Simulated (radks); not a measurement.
# Ti⁺ in [Ar] 3d1 4s1 4p1: an all-electron calculation

What are the levels of the titanium ion Ti+, how large are its shells, and how does its energy divide?

The numbers are computed with radks (a radial shooting solver on a logarithmic mesh, Libxc functionals) version 1 (non-relativistic Kohn-Sham, LDA (Slater exchange, Perdew-Wang correlation), spin-polarised, spherical densities, point nucleus; open shells are filled with parallel spins first), except any that are marked as measured or tabulated.

## Step 1: What is computed

* element: titanium (Z = 22)
* charge: +1
* electrons: 21
* configuration: [Ar] 3d1 4s1 4p1

The outer shells:

Ti⁺
```
[Ar] core
3d [↑ ][  ][  ][  ][  ]
4s [↑ ]
4p [↑ ][  ][  ]
```

## Step 2: The calculation

The run's settings:

```text
Z 22
configuration [Ar] 3d1 4s1 4p1
relativity non-relativistic
functional lda,pw
spin polarised
nucleus point
```

Run with:

```sh
$ python run_ks.py task.json out
```

The same process makes all the runs of this session.

**Question.** What will this run give?

As calculated:

```
                        quantity                   value
                    total energy      -846.78355 hartree
exchange-correlation share of it                  4.65 %
                            −T/E                  0.9986
          highest occupied level        4p up, -8.911 eV
    most extended occupied level  4p up, <r> = 3.48 bohr
 radius at density 0.001 e/bohr³               4.60 bohr
    maxima of the radial density                       3
```

**Reading.** The radial density shows 3 maxima for 4 occupied principal shells; where shells overlap, one shows as a shoulder or not at all. −T/E = 0.9986, near the virial value of 1. This is not the tabulated ground configuration, so its levels and sizes aren't those of the ground state, and no measured value stands beside it.
